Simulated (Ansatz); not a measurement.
Run this with Ansatz 0.2.0 through its Python package and show what comes out.

`namgcu2o3_terms.py`:
```python
"""Taking single terms out of the free energy of NaMgCu2O3."""

import ansatz as az


def main() -> None:
    system = (
        az.Lattice.of([3.59341, 0.0, 0.0], [0.0, 3.1267, 0.0], [-0.12131, 0.0, 7.77769])
        .atom("Na", [0.0, 0.5, 0.0])
        .atom("Mg", [0.0, 0.5, 0.5])
        .atom("Cu", [0.49152, 0.0, 0.7553])
        .atom("Cu", [0.50848, 0.0, 0.2447])
        .atom("O", [0.01259, 0.0, 0.32921])
        .atom("O", [0.5, 0.0, 0.0])
        .atom("O", [0.98741, 0.0, 0.67079])
    )

    calculation = system.calculation().kpoints(length=24).occupations("Fermi-Dirac", width=0.05)
    with_term = calculation.functional("pbe", dispersion="d3bj").basis(340).cutoff_correction(490).run().report
    without = calculation.functional("pbe").basis(340).run().report
    finer = calculation.functional("pbe").basis(490).run().report
    removed = az.free_energy_without(with_term, az.EnergyTerm.DISPERSION)
    print(f"dispersion term            {with_term['components']['e_disp']:.5f} eV")
    print(f"F less dispersion          {removed:.5f} eV, run without it {without['free_energy_ev']:.5f} eV")
    print(f"F less smearing term       {az.free_energy_without(without, az.EnergyTerm.SMEARING):.5f} eV")
    print(f"estimated gain to 490 eV   {with_term['cutoff_correction']['energy_ev']:.5f} eV, found {finer['free_energy_ev'] - without['free_energy_ev']:.5f} eV")


if __name__ == "__main__":
    main()
```

Output of `python namgcu2o3_terms.py`:
```text
DeckWarning: basis.ecutwfc = 340 eV is below the records' recommended 420 eV, and the density's cutoff is lower with it unless basis.ecutrho_ratio is high enough to keep the records' density cutoff: compare with a run at a higher cutoff
dispersion term            -1.74387 eV
F less dispersion          -18362.94298 eV, run without it -18362.94298 eV
F less smearing term       -18362.91612 eV
estimated gain to 490 eV   -0.46363 eV, found -0.45381 eV
```
(Warnings from the package without file and line.)

What to keep in mind:
- Total energies depend on the potentials; only differences at equal settings carry meaning. A total without «per atom» is that of the whole cell that was run.
- The cutoff lies under the one recommended for these potentials in some of the runs.
- The cell holds an odd number of electrons and is run without spin, so a magnetic state may lie lower.
- Dispersion corrections can be off by several per cent in the lattices of metals, and by several GPa in the pressure at a fixed cell.
- The mesh is modest for a metal, so energies can be off by several to tens of meV an atom and pressures by half a GPa or more; differences at equal mesh fare better.
- Without a Hubbard U or exact exchange, semilocal functionals often make such 3d compounds metallic or too weakly gapped.
- This cell is a computed structure, which may not be the phase found in nature.
- Finished in 23 s on 1 thread of Arm Neoverse V2, with other jobs on the host, peak memory 0.53 GiB.
